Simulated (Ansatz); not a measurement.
# GaGeHO (triplet): wave-function methods side by side, cc-pVDZ

An exercise on one series of results from a longer session: the logs are not shown, and one member is left open.

Method: cc-pVDZ, core rule «outside noble gas», up to 29 orbitals frozen; program: Ansatz 0.2.0, Gaussian basis.

To be run: UHF; CCSD(T) on UHF; CISD; CCSDT(Q) on ROHF; CCSDT(Q) on UHF; CASSCF and NEVPT2, 10 electrons in 10 orbitals.

28 further runs of the same task are left out: 3 for a known fault of the program, 10 that didn't finish, 15 set aside as unsound or not needed.

### The system

The geometry is a PBE0/def2-TZVP stationary point (not a proven minimum) of the parent state, kept for this charge and spin. No spin-orbit coupling is included. The filled d shell of Ga, Ge may be among the frozen orbitals whatever the setting's name suggests; the logs give the count.

4 atoms, charge 0, spin multiplicity 3.

Atoms are counted from 1 here; the program's logs count them from 0.

Bond lengths: Ga1–H4 1.782 Å, Ge2–O3 1.630 Å.

Coordinates:

```xyz
4

Ga    0.00000    0.05900    1.68913
Ge    0.00000   -0.17997   -1.06404
O     0.00000    0.47817   -2.55579
H     0.00000    1.29876    0.40878
```

The first run:

The input, in.yaml:

```yaml
crystal:
  periodic: [false, false, false]
  atoms:
    - {symbol: Ga, position_ang: [0.000000, 0.059000, 1.689129]}
    - {symbol: Ge, position_ang: [0.000000, -0.179971, -1.064042]}
    - {symbol: O, position_ang: [0.000000, 0.478168, -2.555792]}
    - {symbol: H, position_ang: [0.000000, 1.298760, 0.408782]}
basis:
  gaussian: {orbitals: cc-pVDZ}
magnetization: {spin_polarized: true, initial_magnetization: 2}
hamiltonian: {xc: hf}
output: {orbitals: {seedname: orbitals}}
```

Launch:

```sh
$ ansatz run in.yaml --threads 1 --pin off --events-out ev --progress --plain --max-ram 2393MiB
```

Among the steps run: UHF; CCSD(T) on UHF; CISD; CCSDT(Q) on ROHF; CCSDT(Q) on UHF; CASSCF and NEVPT2, 10 electrons in 10 orbitals.

One of the session's tables, all rows but one given; the rest of the session is left out.

```
         method  from UCCSDT(Q) (meV)
           UMP2               +1092.8
          UCCSD                +683.0
       UCCSD(T)                +178.9
         UCCSDT                     ?
      UCCSDT(Q)                     0
CASSCF frontier               +6115.2
NEVPT2 frontier               +1686.7
```

Q: Estimate the row for UCCSDT from the others.

As computed: from UCCSDT(Q) (meV): +105.2. In the column «from UCCSDT(Q) (meV)» it lies between UCCSDT(Q) (0) and UCCSD(T) (+178.9).

Not comparable, so not listed: CISD; CCSDT(Q) on ROHF (they don't share determinant, frozen orbitals or solution with the rows shown, or repeat one).

Left out of the table: UHF (another determinant or state than the rows shown).

To keep in mind: Warnings: spin contamination; coupled cluster took another determinant than the lowest.
